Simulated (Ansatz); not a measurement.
**CH7AlClFSi: a dynamics run in two tries**

Aim: a short trajectory for this system.

Method: UKS PBE0/STO-3G, in Ansatz 0.2.0.

## Step 1: The structure to begin with

Bond lengths: Al1–F2 2.111 Å, Al1–C3 1.976 Å, Al1–Cl4 2.018 Å, F2–Si5 2.003 Å, Si5–H7 1.451 Å, Si5–H8 1.455 Å, Si5–H9 1.477 Å, C3–H10 1.093 Å, C3–H11 1.094 Å, C3–H12 1.093 Å. Angles (14 of 16 angles, heavy atoms first): Al1–F2–Si5 102.6°, F2–Al1–C3 106.3°, F2–Al1–Cl4 109.3°, C3–Al1–Cl4 134.8°, Al1–C3–H10 111.8°, Al1–C3–H11 114.3°, Al1–C3–H12 109.3°, F2–Si5–H7 86.1°, F2–Si5–H8 81.3°, F2–Si5–H9 160.7°, H10–C3–H11 107.1°, H10–C3–H12 106.5°, H11–C3–H12 107.4°, H7–Si5–H8 121.7°.

As a file:

```xyz
12

Al   -0.9535    0.5756   -0.5172
F     0.9715    1.0654    0.1964
C    -0.6818   -0.5591   -2.1124
Cl   -2.2446    2.0449   -0.0199
Si    1.0964   -0.0008    1.8870
H    -0.5987   -0.4008    1.1944
H     1.9711   -0.8895    1.1445
H     1.5623    1.2786    2.4001
H     0.6987   -0.7112    3.1193
H    -1.0594   -1.5728   -1.9578
H    -1.1511   -0.1760   -3.0239
H     0.3892   -0.6543   -2.3104
```

## Step 2: First try

File input.yaml:

```yaml
crystal:
  periodic: [false, false, false]
  atoms:
    - { symbol: Al, position_ang: [-0.9535, 0.5756, -0.5172] }
    - { symbol: F, position_ang: [0.9715, 1.0654, 0.1964] }
    - { symbol: C, position_ang: [-0.6818, -0.5591, -2.1124] }
    - { symbol: Cl, position_ang: [-2.2446, 2.0449, -0.0199] }
    - { symbol: Si, position_ang: [1.0964, -0.0008, 1.887] }
    - { symbol: H, position_ang: [-0.5987, -0.4008, 1.1944] }
    - { symbol: H, position_ang: [1.9711, -0.8895, 1.1445] }
    - { symbol: H, position_ang: [1.5623, 1.2786, 2.4001] }
    - { symbol: H, position_ang: [0.6987, -0.7112, 3.1193] }
    - { symbol: H, position_ang: [-1.0594, -1.5728, -1.9578] }
    - { symbol: H, position_ang: [-1.1511, -0.176, -3.0239] }
    - { symbol: H, position_ang: [0.3892, -0.6543, -2.3104] }
magnetization:
  spin_polarized: true
basis:
  gaussian: { orbitals: STO-3G }
hamiltonian:
  xc: pbe0
md:
  timestep: 0.5
  n_steps: 25
  ensemble: nve
  temperature: 1000.0
  initial_velocities: maxwell_boltzmann
  seed: 726301
  friction: 0.01
```

Launch:

```bash
ansatz run input.yaml --threads 1 --pin off --max-ram 2048MiB --backend cpu --events-out ev --progress --plain --runs-dir out
```

Before running it: what results should come out? Wanted: first try.

The runs gave:

| quantity | value |
| --- | --- |
| first try | refused |
| cause | friction belongs to the Langevin ensembles, and this run is at constant energy |

In words: The fault in the first input was caught at the input check and cost nothing.
